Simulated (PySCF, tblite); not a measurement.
# C₅H₇GeN: geometry, infrared bands, NMR shifts, spin-spin couplings and electronic excitations, part 2 of 2

tblite 0.8.0 and PySCF 2.14.0. Atoms count from 0. The steps go on from the part before.

### 6 J couplings: B3LYP/pcSseg-1+pcJ-1

The job: settings as JSON, then the geometry in Å.

```
{"job": {"kind": "j", "xc": "B3LYP", "basis": "pcJ-1"}, "charge": 0, "multiplicity": 1}
N      2.950856     1.268846     0.943993
C      2.081690     0.923971     0.259044
C      0.975280     0.483750    -0.570246
C      0.742485    -1.011300    -0.492710
C     -0.405058    -1.487184     0.006951
C     -1.478222    -0.564722     0.509026
Ge    -0.788096     1.214010     0.036889
H      1.178152     0.803460    -1.606486
H      1.534944    -1.682535    -0.839733
H     -0.565010    -2.570120     0.062540
H     -2.454302    -0.774330     0.043419
H     -1.618724    -0.671708     1.597802
H     -0.646481     2.204372     1.199499
H     -1.527577     1.857521    -1.148302
```

Level: B3LYP/pcJ-1 Ge:pcSseg-1 indirect spin-spin coupling, non-relativistic, gas phase.

Output:

```text
coarse grid: 55744 points
cycle   1  E = -2326.1907984343  dE =  1.354e-01  |g| = 1.044e+00  |ddm| = 3.456e+00
cycle   2  E = -2325.9593938878  dE =  2.314e-01  |g| = 1.451e+00  |ddm| = 1.587e+00
cycle   3  E = -2326.2515089453  dE = -2.921e-01  |g| = 5.150e-01  |ddm| = 1.270e+00
cycle   4  E = -2326.3054431940  dE = -5.393e-02  |g| = 1.007e-01  |ddm| = 3.591e-01
cycle   5  E = -2326.3071725024  dE = -1.729e-03  |g| = 1.963e-02  |ddm| = 8.652e-02
cycle   6  E = -2326.3072630428  dE = -9.054e-05  |g| = 6.155e-03  |ddm| = 1.981e-02
cycle   7  E = -2326.3072697005  dE = -6.658e-06  |g| = 2.104e-03  |ddm| = 5.693e-03
final grid: 117680 points
cycle   8  E = -2326.3072306077  dE =  2.605e-06  |g| = 3.856e-03  |ddm| = 5.104e-03
cycle   9  E = -2326.3072197183  dE =  1.089e-05  |g| = 7.612e-03  |ddm| = 8.806e-03
cycle  10  E = -2326.3072343429  dE = -1.462e-05  |g| = 3.267e-04  |ddm| = 5.818e-03
cycle  11  E = -2326.3072343639  dE = -2.101e-08  |g| = 1.009e-04  |ddm| = 3.382e-04
cycle  12  E = -2326.3072343657  dE = -1.722e-09  |g| = 3.748e-05  |ddm| = 8.281e-05
cycle  13  E = -2326.3072343659  dE = -2.742e-10  |g| = 2.118e-06  |ddm| = 2.308e-05
converged SCF energy = -2326.3072343659

Indirect spin-spin couplings (Hz)
  i      j    bonds     total        FC       PSO       DSO        SD
  0 N    1 C    1    -17.853   -11.036    -0.217    -0.017    -6.583
  0 N    2 C    2      3.866     3.388     0.524     0.045    -0.091
  0 N    3 C    3     -0.698    -0.665    -0.029     0.019    -0.023
  0 N    7 H    3     -1.686    -1.535    -0.364     0.166     0.046
  1 C    2 C    1     67.751    69.443    -2.041     0.349         -
  1 C    3 C    2     -4.644    -4.547    -0.187     0.090         -
  1 C    4 C    3      4.917     4.832     0.096    -0.011         -
  1 C    5 C    3     -0.691    -0.677     0.021    -0.035         -
  1 C    7 H    2    -12.518   -12.612    -0.092     0.185         -
  1 C    8 H    3      2.499     2.387    -0.020     0.132         -
  1 C    9 H    4     -2.034    -2.061     0.241    -0.214         -
  1 C   10 H    4      2.898     3.008     0.261    -0.371         -
  1 C   11 H    4      2.329     2.372     0.050    -0.092         -
  1 C   12 H    3      1.961     1.881    -0.137     0.216         -
  1 C   13 H    3      3.454     3.788     0.162    -0.496         -
  2 C    3 C    1     41.965    42.706    -1.076     0.335         -
  2 C    4 C    2      5.734     6.048    -0.365     0.051         -
  2 C    5 C    2      7.315     7.544    -0.241     0.012         -
  2 C    7 H    1    147.063   144.763     0.896     1.404         -
  2 C    8 H    2      6.532     6.397     0.134     0.001         -
  2 C    9 H    3     11.873    11.861     0.354    -0.342         -
  2 C   10 H    3      1.119     1.315     0.177    -0.374         -
  2 C   11 H    3     -1.423    -1.256     0.109    -0.275         -
  2 C   12 H    2      6.621     7.159     0.005    -0.543         -
  2 C   13 H    2      8.607     9.095    -0.039    -0.450         -
  3 C    4 C    1     78.483    88.230    -9.996     0.249         -
  3 C    5 C    2      3.258     3.574    -0.347     0.031         -
  3 C    7 H    2     -7.225    -7.412     0.083     0.105         -
  3 C    8 H    1    176.668   175.586     0.124     0.958         -
  3 C    9 H    2      5.365     6.960    -1.297    -0.298         -
  3 C   10 H    3      8.228     8.301     0.239    -0.311         -
  3 C   11 H    3      7.852     7.944     0.155    -0.247         -
  3 C   12 H    3      2.396     2.903     0.137    -0.644         -
  3 C   13 H    3      1.046     1.426     0.092    -0.473         -
  4 C    5 C    1     41.274    42.487    -1.509     0.296         -
  4 C    7 H    3      6.563     6.641     0.194    -0.272         -
  4 C    8 H    2      4.911     6.472    -1.238    -0.323         -
  4 C    9 H    1    168.879   167.822     0.143     0.914         -
  4 C   10 H    2     -6.479    -6.567     0.062     0.026         -
  4 C   11 H    2     -7.523    -7.674     0.103     0.047         -
  4 C   12 H    3      3.578     4.116     0.128    -0.666         -
  4 C   13 H    3      0.891     1.300     0.090    -0.499         -
  5 C    7 H    3     -0.149     0.050     0.191    -0.391         -
  5 C    8 H    3     10.654    10.646     0.392    -0.384         -
  5 C    9 H    2      6.722     6.643     0.180    -0.102         -
  5 C   10 H    1    142.016   139.651     1.197     1.167         -
  5 C   11 H    1    140.703   138.325     1.199     1.179         -
  5 C   12 H    2      8.932     9.574     0.055    -0.697         -
  5 C   13 H    2      8.246     8.833     0.045    -0.632         -
  7 H    8 H    3      4.401     4.076     0.510    -0.185         -
  7 H    9 H    4     -2.981    -2.976     1.506    -1.510         -
  7 H   10 H    4      1.178     1.676     0.918    -1.416         -
  7 H   11 H    4      3.560     4.208     1.510    -2.158         -
  7 H   12 H    3      0.007     1.685     1.050    -2.728         -
  7 H   13 H    3      4.287     4.200    -0.435     0.522         -
  8 H    9 H    3      8.564     8.754     0.057    -0.247         -
  8 H   10 H    4     -2.868    -2.844     1.543    -1.568         -
  8 H   11 H    4     -3.684    -3.667     1.486    -1.503         -
  8 H   12 H    4      0.543     1.492     1.239    -2.188         -
  9 H   10 H    3      4.941     4.653     0.584    -0.296         -
  9 H   11 H    3      3.994     3.719     0.787    -0.512         -
  9 H   12 H    4      1.021     2.019     1.204    -2.201         -
  9 H   13 H    4      0.477     1.218     1.093    -1.835         -
 10 H   11 H    2    -20.119   -21.180     2.411    -1.350         -
 10 H   12 H    3      0.964     2.769     1.112    -2.916         -
 10 H   13 H    3      3.260     3.429    -0.162    -0.008         -
 11 H   12 H    3      2.589     2.846    -0.169    -0.089         -
 11 H   13 H    3      4.175     6.169     1.320    -3.314         -
 12 H   13 H    2     21.964    25.389     1.060    -4.485         -
```

It took 2.5 min on 1 thread of Arm Neoverse N1, shared host; peak memory 1.1 GiB.

A choice of the couplings up to four bonds, sorted by the number of bonds; isotopes 13C, 1H, 15N:

| pair | bonds | J (Hz) | Fermi contact (Hz) | dihedral (°) |
| --- | --- | --- | --- | --- |
| C3–H8 | 1 | 176.7 | 175.6 | – |
| C4–H9 | 1 | 168.9 | 167.8 | – |
| C2–H7 | 1 | 147.1 | 144.8 | – |
| C5–H10 | 1 | 142.0 | 139.7 | – |
| C5–H11 | 1 | 140.7 | 138.3 | – |
| C3–C4 | 1 | 78.5 | 88.2 | – |
| C1–C2 | 1 | 67.8 | 69.4 | – |
| C2–C3 | 1 | 42.0 | 42.7 | – |
| C4–C5 | 1 | 41.3 | 42.5 | – |
| H12–H13 | 2 | 22.0 | 25.4 | – |
| H10–H11 | 2 | -20.1 | -21.2 | – |
| C1–H7 | 2 | -12.5 | -12.6 | – |
| C5–H12 | 2 | 8.9 | 9.6 | – |
| C2–H13 | 2 | 8.6 | 9.1 | – |
| C5–H13 | 2 | 8.2 | 8.8 | – |
| C4–H11 | 2 | -7.5 | -7.7 | – |
| C2–C5 | 2 | 7.3 | 7.5 | – |
| C3–H7 | 2 | -7.2 | -7.4 | – |
| C2–H9 | 3 | 11.9 | 11.9 | -180 |
| C5–H8 | 3 | 10.7 | 10.6 | 179 |
| H8–H9 | 3 | 8.6 | 8.8 | -1 |
| C3–H10 | 3 | 8.2 | 8.3 | 127 |
| C3–H11 | 3 | 7.9 | 7.9 | -114 |
| C4–H7 | 3 | 6.6 | 6.6 | -122 |
| H9–H10 | 3 | 4.9 | 4.7 | -54 |
| C1–C4 | 3 | 4.9 | 4.8 | 116 |
| H7–H8 | 3 | 4.4 | 4.1 | 59 |
| H8–H11 | 4 | -3.7 | -3.7 | – |
| H7–H11 | 4 | 3.6 | 4.2 | – |
| H7–H9 | 4 | -3.0 | -3.0 | – |
| C1–H10 | 4 | 2.9 | 3.0 | – |
| H8–H10 | 4 | -2.9 | -2.8 | – |
| C1–H11 | 4 | 2.3 | 2.4 | – |
| C1–H9 | 4 | -2.0 | -2.1 | – |
| H7–H10 | 4 | 1.2 | 1.7 | – |
| H9–H12 | 4 | 1.0 | 2.0 | – |

The spin-dipole term was solved for some atoms only; pairs without it lack that part.

The response was solved for the nuclei of C, H, N alone, so couplings that need other nuclei can be missing.

Quadrupole couplings from the field gradients of the same density:

```
atom  isotope  eQq/h (MHz)     η
 Ge6     73Ge        -36.9  0.21
  N0      14N       -4.346  0.12
```

Joined with the shifts from before (PBE0/pcSseg-1, unscaled), the couplings predict the line list below for 300 MHz.

¹H NMR δ 6.26 (m, 1H), 5.95 (m, 1H), 4.74 (m, 1H), 4.54 (m, 1H), 2.65 (m, 1H), 2.02 (m, 1H), 1.78 (m, 1H).

### 7 TDDFT and polarisability: CAM-B3LYP/def2-SVPD

Settings changed since step 6:

```diff
@@ -1,2 +1,2 @@
-{"job": {"kind": "j", "xc": "B3LYP", "basis": "pcJ-1"}, "charge": 0, "multiplicity": 1}
+{"job": {"kind": "uv", "xc": "CAM-B3LYP", "basis": "def2-SVPD", "ip": true}, "charge": 0, "multiplicity": 1}
 N      2.950856     1.268846     0.943993
```

With the program's defaults for keys left out, this is: TDDFT CAM-B3LYP/def2-SVPD, vertical, gas phase, core orbitals frozen in the response.

Output:

```text
coarse grid: 55744 points
cycle   1  E = -2325.9239966931  dE =  3.522e-01  |g| = 6.253e-01  |ddm| = 6.485e+00
cycle   2  E = -2325.8217831506  dE =  1.022e-01  |g| = 9.702e-01  |ddm| = 1.927e+00
cycle   3  E = -2326.0035594478  dE = -1.818e-01  |g| = 1.464e-01  |ddm| = 1.248e+00
cycle   4  E = -2326.0072044093  dE = -3.645e-03  |g| = 5.175e-02  |ddm| = 2.233e-01
cycle   5  E = -2326.0076967248  dE = -4.923e-04  |g| = 5.186e-03  |ddm| = 9.117e-02
cycle   6  E = -2326.0077043794  dE = -7.655e-06  |g| = 2.021e-03  |ddm| = 1.610e-02
final grid: 117680 points
cycle   7  E = -2326.0076733351  dE = -4.897e-08  |g| = 2.154e-03  |ddm| = 1.018e-02
cycle   8  E = -2326.0076726552  dE =  6.799e-07  |g| = 2.730e-03  |ddm| = 7.830e-03
cycle   9  E = -2326.0076744874  dE = -1.832e-06  |g| = 2.957e-04  |ddm| = 4.353e-03
cycle  10  E = -2326.0076745078  dE = -2.037e-08  |g| = 9.477e-05  |ddm| = 4.914e-04
cycle  11  E = -2326.0076745096  dE = -1.852e-09  |g| = 1.595e-05  |ddm| = 1.363e-04
cycle  12  E = -2326.0076745098  dE = -1.342e-10  |g| = 5.779e-06  |ddm| = 8.695e-05
converged SCF energy = -2326.0076745098

Static polarisability (au): isotropic 88.252, principal 73.223 86.892 104.642

Singlet excitations
state   eV       nm        f      main configurations
  1   6.8358    181.4   0.06523   H->L 0.47, H-1->L 0.25
  2   7.0071    176.9   0.02947   H-1->L 0.43, H->L 0.31
  3   7.0616    175.6   0.03853   H->L+1 0.60, H->L+2 0.13, H->L+3 0.10
  4   7.3462    168.8   0.03291   H-1->L+1 0.22, H->L+2 0.17, H-1->L+4 0.14
  5   7.4098    167.3   0.00067   H->L+2 0.36, H->L+1 0.13
  6   7.5944    163.3   0.05639   H-2->L 0.17, H-1->L+1 0.15, H->L+2 0.15
  7   7.7162    160.7   0.00570   H->L+3 0.38, H-1->L+2 0.16
  8   7.7612    159.7   0.06614   H-1->L+2 0.36, H->L+2 0.09
  9   7.8555    157.8   0.00630   H-2->L 0.26, H-3->L 0.24, H->L+3 0.09
 10   7.8937    157.1   0.00636   H->L+4 0.19, H-1->L+3 0.18, H-2->L 0.16

Triplet excitations (Tamm-Dancoff, eV): 4.3188 6.0795 6.5228 6.6296
Vertical ionisation energy (delta-SCF) = 9.9009 eV
```

It took 5.5 min on 1 thread of Arm Neoverse N1, shared host; peak memory 1 GiB.

Frontier orbitals and where they lie:

```
orbital      eV                       atoms
 HOMO−3  -10.68    N0 34 %, C1 25 %, C5 9 %
 HOMO−2  -10.58  C5 19 %, Ge6 18 %, N0 14 %
 HOMO−1   -9.67   N0 22 %, C2 20 %, C1 15 %
   HOMO   -9.17    C3 33 %, C4 31 %, C5 9 %
   LUMO    0.69  C4 19 %, C3 18 %, Ge6 14 %
 LUMO+1    0.76  Ge6 39 %, H13 10 %, C5 8 %
 LUMO+2    1.11  Ge6 21 %, C3 15 %, C4 15 %
```

With each of the 10 states as a Gaussian band of 0.4 eV half-width at 1/e, the curve within the window shown has maxima at 174 nm (ε 6,000), 163 nm (ε 6,500) L/(mol cm). Beyond the last state computed it falls off for lack of states. The curve at chosen wavelengths:

(nm, ε (L/mol/cm)): (151, 1417), (153, 2414), (155, 3606), (157, 4785), (159, 5727), (160, 6059), (162, 6419), (164, 6438), (166, 6272), (168, 6086), (170, 5985), (172, 5982), (174, 6013), (175, 6010), (177, 5906), (179, 5618), (181, 5129), (183, 4472), (185, 3719), (187, 2949), (189, 2232), (190, 1908), (192, 1350), (194, 916), (196, 596), (198, 374)

Leading natural transition orbitals of singlet state 8: the hole lies on N0 22 %; C2 16 %; Ge6 11 %; the particle on H12, H13 about 13 % each; C1 12 %; H7 11 %.

Leading natural transition orbitals of singlet state 1: the hole lies on N0 21 %; C2, C3 about 13 % each; C4, C5 about 9 % each; the particle on C3, C4 about 19 % each; N0 13 %; C1 12 %.

Ground-state properties from the same run:

```
           property  computed
  dipole moment (D)      4.71
polarisability (Å³)     13.08
 HOMO–LUMO gap (eV)      9.86
      −ε(HOMO) (eV)      9.17
```

### 8 NMR shieldings: B97-2/pcSseg-1

Settings changed since step 7:

```diff
@@ -1,2 +1,2 @@
-{"job": {"kind": "uv", "xc": "CAM-B3LYP", "basis": "def2-SVPD", "ip": true}, "charge": 0, "multiplicity": 1}
+{"job": {"kind": "nmr", "xc": "B97-2", "basis": "pcSseg-1", "pop": false}, "charge": 0, "multiplicity": 1}
 N      2.950856     1.268846     0.943993
```

Level: GIAO B97-2/pcSseg-1 NMR shielding, non-relativistic, gas phase.

Output:

```text
coarse grid: 55744 points
cycle   1  E = -2326.5735270096  dE =  1.596e-01  |g| = 8.732e-01  |ddm| = 3.624e+00
cycle   2  E = -2326.3805805589  dE =  1.929e-01  |g| = 1.247e+00  |ddm| = 1.470e+00
cycle   3  E = -2326.6250546912  dE = -2.445e-01  |g| = 4.261e-01  |ddm| = 1.166e+00
cycle   4  E = -2326.6633327544  dE = -3.828e-02  |g| = 8.543e-02  |ddm| = 3.179e-01
cycle   5  E = -2326.6645615680  dE = -1.229e-03  |g| = 1.338e-02  |ddm| = 7.207e-02
cycle   6  E = -2326.6646001637  dE = -3.860e-05  |g| = 5.389e-03  |ddm| = 1.483e-02
cycle   7  E = -2326.6646056422  dE = -5.478e-06  |g| = 2.116e-03  |ddm| = 5.489e-03
final grid: 117680 points
cycle   8  E = -2326.6645366776  dE =  2.658e-06  |g| = 3.834e-03  |ddm| = 5.524e-03
cycle   9  E = -2326.6645265440  dE =  1.013e-05  |g| = 7.320e-03  |ddm| = 9.357e-03
cycle  10  E = -2326.6645405368  dE = -1.399e-05  |g| = 2.131e-04  |ddm| = 6.058e-03
cycle  11  E = -2326.6645405474  dE = -1.058e-08  |g| = 5.870e-05  |ddm| = 2.299e-04
cycle  12  E = -2326.6645405480  dE = -6.221e-10  |g| = 1.750e-05  |ddm| = 4.713e-05
converged SCF energy = -2326.6645405480

GIAO shielding tensors (ppm)
atom      isotropic    diamagn.    paramagn.     s11        s22        s33       span
  0 N      -27.717     339.398    -367.115   -193.979   -177.953    288.781    482.760
  1 C       62.302     259.876    -197.575    -58.265    -48.023    293.193    351.457
  2 C      166.070     251.572     -85.502    152.541    163.974    181.695     29.154
  3 C       50.313     253.818    -203.505    -55.344     74.353    131.929    187.273
  4 C       42.507     254.346    -211.840    -63.843     53.926    137.437    201.280
  5 C      166.326     251.947     -85.621    152.061    157.517    189.401     37.340
  6 Ge    1409.974    2755.379   -1345.405   1275.517   1429.390   1525.015    249.497
  7 H       28.737      28.947      -0.210     24.410     26.246     35.555     11.145
  8 H       25.463      30.223      -4.760     22.767     26.240     27.382      4.615
  9 H       25.167      29.837      -4.670     22.559     25.956     26.986      4.428
 10 H       29.598      29.194       0.405     24.528     26.944     37.324     12.796
 11 H       29.356      29.534      -0.178     24.596     26.554     36.919     12.324
 12 H       26.683      28.290      -1.607     20.632     21.909     37.508     16.876
 13 H       26.890      28.263      -1.373     20.577     21.750     38.344     17.766
```

It took 44 s on 1 thread of Arm Neoverse N1, shared host; peak memory 0.92 GiB.

Key values: δ C4 141.2, C3 133.4, C1 121.4, C2 17.6, H9 6.21, H8 5.91 ppm.

### 9 Run by run: NMR shifts

Shifts (ppm) of some atoms, chosen among heavy atoms and hydrogens apart, with basis size and wall time:

```
           run     C4     C3     C1   H12   H13     N0  Ge6  functions  time
 PBE0/pcSseg-1  144.6  136.5  124.3  4.74  4.54  299.9  -90        178  62 s
B97-2/pcSseg-1  141.2  133.4  121.4  4.69  4.48  290.6  -89        178  44 s
```

### 10 Summary of results

The summary covers parts 1 to 2.

```
                                            quantity                                         value
           strongest single infrared mode (GFN2-xTB)                         2025 cm⁻¹, 437 km/mol
                        zero-point energy (GFN2-xTB)                                 61.6 kcal/mol
                                         point group                                            C1
                rotational constants (main isotopes)                          2.72, 1.61, 1.14 GHz
              ¹³C shifts against TMS (PBE0/pcSseg-1)           144.6, 136.5, 124.3, 17.5, 17.0 ppm
               ¹H shifts against TMS (PBE0/pcSseg-1)  6.26, 5.95, 4.74, 4.54, 2.65, 2.02, 1.78 ppm
              ¹⁵N shifts against NH3 (PBE0/pcSseg-1)                                     299.9 ppm
           ⁷³Ge shifts against GeMe4 (PBE0/pcSseg-1)                                       -90 ppm
               surface potential, 1st and 99th percentile                            -1.95 V and 1.30 V
largest coupling of the table (B3LYP/pcSseg-1+pcJ-1)                       ¹J(C,H) C3–H8, 176.7 Hz
                lowest singlet (CAM-B3LYP/def2-SVPD)                   6.84 eV (181 nm), f = 0.065
            brightest single state of those computed                   state 8, 7.76 eV, f = 0.066
                                      lowest triplet                                       4.32 eV
                   vertical ionisation energy (ΔSCF)                                       9.90 eV
                            range of the shift of N0                            290.6 to 299.9 ppm
```

In words: Relaxing lowered the energy by 0.445 eV in 92 steps; the close pair that moved most is C3–H8, from 1.141 to 1.080 Å (GFN2-xTB). All 36 modes are real, so the xTB geometry is a minimum. The strongest single mode, at 2025 cm⁻¹, moves mainly H12. GFN2-xTB is a fitted tight-binding method: band positions and strengths are rough. Its intensities can rank the bands wrongly. The optimisation took 6 steps and gained 0.160 eV; among the close pairs (by a distance rule), C3–H8 changed most, from 1.046 to 1.095 Å (PBE0/def2-SVP). At PBE0/pcSseg-1: The widest tensor belongs to N0: span 492 ppm, with a paramagnetic part of -374 ppm. By nearest atom (PBE0/pcSseg-1), the HOMO sits on C3, C4 about 33 % each and the LUMO on C3, C4 about 27 % each; H8, H9 about 7 % each. Of the pairs tabulated at B3LYP/pcSseg-1+pcJ-1, C3–H8 couples most strongly (176.7 Hz; Fermi contact 175.6 Hz). Couplings across rotatable bonds belong to this one conformer; where others are populated, the observed values are averages. The lowest singlet, at 6.84 eV, is HOMO→LUMO 0.47, HOMO−1→LUMO 0.25 and is bright; of the 10 states computed, the strongest absorption comes from state 8 at 7.76 eV. The lowest triplet lies 2.52 eV below the lowest singlet (triplets in Tamm-Dancoff, singlets in full TDDFT). ΔSCF puts the ionisation energy at 9.90 eV, 0.73 eV above −ε(HOMO). In ppm, N0 moves most: its shift spreads over 9.3 ppm, from 290.6 (B97-2/pcSseg-1) to 299.9 (PBE0/pcSseg-1). Spin-orbit coupling is left out, which matters for shieldings and couplings at and beside the heavy atoms.
